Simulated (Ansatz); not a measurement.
# AlH5OSiSn: the cost of one run

Program: Ansatz 0.2.0, driven from Python. Level of theory: PBE0/def2-SVPD. These are calculated values, not measurements.

### 1 Starting point

Bond lengths: O1–Sn2 1.984 Å, Sn2–Al3 2.687 Å, Sn2–Si4 2.535 Å, Al3–Si4 2.361 Å, O1–H5 0.928 Å, Sn2–H6 1.758 Å, Al3–H7 1.629 Å, Si4–H8 1.454 Å, Si4–H9 1.403 Å. Angles (14 of 16 angles, heavy atoms first): O1–Sn2–Al3 109.6°, O1–Sn2–Si4 113.1°, Al3–Sn2–Si4 53.7°, Sn2–Al3–Si4 59.9°, Sn2–Si4–Al3 66.4°, O1–Sn2–H6 121.2°, Al3–Sn2–H6 112.4°, Si4–Sn2–H6 124.6°, Sn2–O1–H5 106.1°, Sn2–Al3–H7 153.3°, Si4–Al3–H7 146.7°, Sn2–Si4–H8 113.4°, Sn2–Si4–H9 113.3°, Al3–Si4–H8 114.9°.

The script holds or builds the structure itself.

### 2 The code

The input, run_field.py:

```python
# -*- coding: utf-8 -*-
"""Response of AlH5OSiSn to a pair of distant point charges."""

import ansatz as az
from ase import Atoms
import numpy as np

atoms = Atoms(["O", "Sn", "Al", "Si", "H", "H", "H", "H", "H"], positions=[
    [-2.0967, -0.8662, 1.1611],
    [-1.2229, -0.0348, -0.4148],
    [0.8763, 1.4369, 0.3895],
    [1.224, -0.6602, -0.6387],
    [-1.4114, -1.1036, 1.7394],
    [-2.1661, 0.7684, -1.6615],
    [1.5577, 2.733, 1.1041],
    [1.6321, -1.7249, 0.2628],
    [1.6954, -0.5949, -1.9588],
])
system = az.Crystal.molecule_from_ase(atoms)

base = (
    system.calculation()
    .basis(gaussian="def2-SVPD")
    .functional("pbe0")
    .forces()
)
# charges +q and -q at -R and +R make a nearly even field 2 k q / R^2 at the centre
centre = np.mean([site.position_ang for site in system.cartesian_sites], axis=0)
field = 2 * 14.399645 * 3.0 / 30.0 ** 2


def dipole(axis, sign):
    arm = 30.0 * np.eye(3)[axis]
    pair = [{"charge": sign * 3.0, "position_ang": (centre - arm).tolist()}, {"charge": -sign * 3.0, "position_ang": (centre + arm).tolist()}]
    deck = base.input().set(az.key.basis.gaussian.point_charges, pair)
    return np.array(az.Session.from_dict(deck).plan().execute().report["charge_distribution"]["dipole_moment_e_ang"])


print(f"field {field:.4f} V/A")
alpha = np.array([(dipole(axis, 1) - dipole(axis, -1)) / (2 * field) * 14.399645 for axis in range(3)])
print("polarisability tensor (A^3)")
print(np.array2string(alpha, precision=3, suppress_small=True))
print(f"mean {np.trace(alpha) / 3:.3f} A^3 = {np.trace(alpha) / 3 / 0.14818471:.2f} bohr^3")
```

### 3 What the engine is handed

The engine receives this input (first run):

```yaml
crystal:
  periodic: [false, false, false]
  atoms:
    - { symbol: O, position_ang: [-2.0967, -0.8662, 1.1611] }
    - { symbol: Sn, position_ang: [-1.2229, -0.0348, -0.4148] }
    - { symbol: Al, position_ang: [0.8763, 1.4369, 0.3895] }
    - { symbol: Si, position_ang: [1.224, -0.6602, -0.6387] }
    - { symbol: H, position_ang: [-1.4114, -1.1036, 1.7394] }
    - { symbol: H, position_ang: [-2.1661, 0.7684, -1.6615] }
    - { symbol: H, position_ang: [1.5577, 2.733, 1.1041] }
    - { symbol: H, position_ang: [1.6321, -1.7249, 0.2628] }
    - { symbol: H, position_ang: [1.6954, -0.5949, -1.9588] }
basis:
  gaussian:
    orbitals: def2-SVPD
    point_charges:
      - { charge: 3.0, position_ang: [-29.990177777777777, -0.00514444444444442, -0.001877777777777793] }
      - { charge: -3.0, position_ang: [30.009822222222223, -0.00514444444444442, -0.001877777777777793] }
hamiltonian:
  xc: pbe0
output:
  forces: true
```

### 4 The run

Launch:

```
> python run_field.py
```

What time and memory should one allow on 1 thread of Arm Neoverse V1, shared host?

About 67 s, with a peak of 0.44 GiB.
